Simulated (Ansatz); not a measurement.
# AlBH₄Se (SMILES [BH2][AlH][SeH]): single points off equilibrium

The task here is to estimate one member of a computed series from the others.

Computed with Ansatz 0.2.0, Gaussian basis. Level: single points in def2-TZVPP.

Correlated methods freeze the cores. Filled d shells of the heavier atoms are correlated.

### Where the work starts

7 atoms, charge 0, spin multiplicity 1.

Atoms are counted from 1 here; the program's logs count them from 0.

Bond lengths: B1–Al2 2.063 Å, B1–H4 1.183 Å, B1–H5 1.197 Å, Al2–Se3 2.353 Å, Al2–H6 1.579 Å, Se3–H7 1.431 Å. Angles: Al2–B1–H4 124.3°, Al2–B1–H5 122.3°, H4–B1–H5 112.0°, B1–Al2–Se3 121.6°, B1–Al2–H6 131.9°, Se3–Al2–H6 106.4°, Al2–Se3–H7 86.1°.

Geometry (Å):

```xyz
7

B    -1.57670    0.42620   -0.46220
Al    0.28360    0.18710    0.39780
Se    1.96060   -1.10610   -0.62730
H    -2.46600   -0.34530   -0.35050
H    -1.78360    1.22640   -1.32780
H     0.88920    0.70440    1.76120
H     2.64670   -1.03150    0.62630
```

Set-up of the first run:

The input, run/in.yaml:

```yaml
crystal:
  periodic: [false, false, false]
  atoms:
    - {symbol: B, position_ang: [-1.576700, 0.426200, -0.462200]}
    - {symbol: Al, position_ang: [0.283600, 0.187100, 0.397800]}
    - {symbol: Se, position_ang: [1.960600, -1.106100, -0.627300]}
    - {symbol: H, position_ang: [-2.466000, -0.345300, -0.350500]}
    - {symbol: H, position_ang: [-1.783600, 1.226400, -1.327800]}
    - {symbol: H, position_ang: [0.889200, 0.704400, 1.761200]}
    - {symbol: H, position_ang: [2.646700, -1.031500, 0.626300]}
basis:
  gaussian: {orbitals: def2-TZVPP}
correlation: {method: ccsd_t}
output: {forces: true}
```

No record of the launch command was kept for these runs.

Among the steps run: CCSD(T)/def2-TZVPP; PBE0-D4/def2-TZVPP; wB97M-V/def2-TZVPP; r2SCAN-D4/def2-TZVPP; PBE-D4/def2-TZVPP; BLYP-D4/def2-TZVPP; r2SCAN0-D4/def2-TZVPP.

One table of the session follows, with a row left open; its other results are not shown here.

| method | RMS force component (eV/Å) | angle to CCSD(T) forces (°) | dipole (D) |
| --- | --- | --- | --- |
| CCSD(T) | 0.425 | reference | 1.44 |
| PBE0-D4 | 0.418 | 8.8 | 1.39 |
| wB97M-V | ? | ? | ? |
| r2SCAN-D4 | 0.403 | 9.6 | 1.30 |
| PBE-D4 | 0.459 | 23.3 | 1.12 |
| BLYP-D4 | 0.463 | 22.8 | 1.15 |
| r2SCAN0-D4 | 0.397 | 6.2 | 1.48 |

**Question.** Estimate the row for wB97M-V.

As computed: RMS force component (eV/Å): 0.406; angle to CCSD(T) forces (°): 7.9; dipole (D): 1.54. In the column «RMS force component (eV/Å)» it lies between r2SCAN-D4 (0.403) and PBE0-D4 (0.418).
